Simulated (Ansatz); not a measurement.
# HfCO (singlet): the correlation ladder, def2-SVP

An exercise on one series of results from a longer session: the logs are not shown, and one member is left open.

Computed with Ansatz 0.2.0, Gaussian basis. Level: def2-SVP, core rule «outside noble gas», up to 6 orbitals frozen.

Plan: UHF; CCSD(T) on RHF; CCSD(T) on UHF; CISD; CCSDT(Q) on RHF; CASSCF and MRCISD+Q, 8 electrons in 8 orbitals; CASSCF and NEVPT2, 8 electrons in 8 orbitals.

7 further runs of the same task are left out: 5 that didn't finish, 2 set aside as unsound or not needed.

## The geometry

The geometry is a PBE0/def2-TZVP stationary point (not a proven minimum). No spin-orbit coupling is included. Elements past krypton take def2 core potentials.

3 atoms, charge 0, spin multiplicity 1.

Atoms are counted from 1 here; the program's logs count them from 0.

Bond lengths: Hf1–C2 2.086 Å, C2–O3 1.160 Å. Angles: Hf1–C2–O3 180.0°.

Coordinates:

```
Hf    0.00000    0.00000    1.77730
C     0.00000    0.00000   -0.30879
O     0.00000    0.00000   -1.46851
```

Set-up of the first run:

in.yaml

```yaml
crystal:
  periodic: [false, false, false]
  atoms:
    - {symbol: Hf, position_ang: [0.000000, 0.000000, 1.777301]}
    - {symbol: C, position_ang: [0.000000, 0.000000, -0.308795]}
    - {symbol: O, position_ang: [0.000000, 0.000000, -1.468506]}
basis:
  gaussian: {orbitals: def2-SVP}
magnetization: {spin_polarized: true, initial_magnetization: 0}
hamiltonian: {xc: hf}
output: {orbitals: {seedname: orbitals}}
```

Command:

```console
> ansatz run in.yaml --threads 1 --pin off --events-out ev --progress --plain --max-ram 2393MiB
```

Among the steps run: UHF; CCSD(T) on RHF; CCSD(T) on UHF; CISD; CCSDT(Q) on RHF; CASSCF and MRCISD+Q, 8 electrons in 8 orbitals; CASSCF and NEVPT2, 8 electrons in 8 orbitals.

One table of the session follows, with a row left open; its other results are not shown here.

| method | from RCCSDT(Q) (kcal/mol) |
| --- | --- |
| RHF | ? |
| UHF | +238.88 |
| RMP2 | +25.00 |
| UMP2 | +17.32 |
| RCCSD | +15.72 |
| UCCSD | +7.24 |
| RCCSD(T) | +3.53 |
| UCCSD(T) | -4.06 |
| RCCSDT | +1.95 |
| RCCSDT(Q) | 0 |

**Question.** Estimate the row for RHF.

As computed: from RCCSDT(Q) (kcal/mol): +257.05. In the column «from RCCSDT(Q) (kcal/mol)» it is the highest.

Not comparable, so not listed: CISD; CASSCF and NEVPT2, 8 electrons in 8 orbitals (they don't share determinant, frozen orbitals or solution with the rows shown, or repeat one).

Left out of the table: CASSCF frontier, MRCISD frontier, MRCISD+Q frontier (the active space lost an orbital or holds another state than full CI finds).

Caveats from the session: The determinant is far from a pure spin state, so its energy mixes those of several spin states (harmless only where they are near-degenerate, as at dissociation). The program flags UCCSD(T) as in doubt, so those rows may rest on another solution; read them beside their warnings. Warnings: restricted reference is unstable; spin contamination; coupled cluster took another determinant than the lowest; large T1 diagnostic. Restricted and unrestricted rows rest on different reference determinants; where their highest levels disagree by more than a few hundredths of an eV, they describe different states and don't form one ladder. Warnings in the runs' records: passed over end.
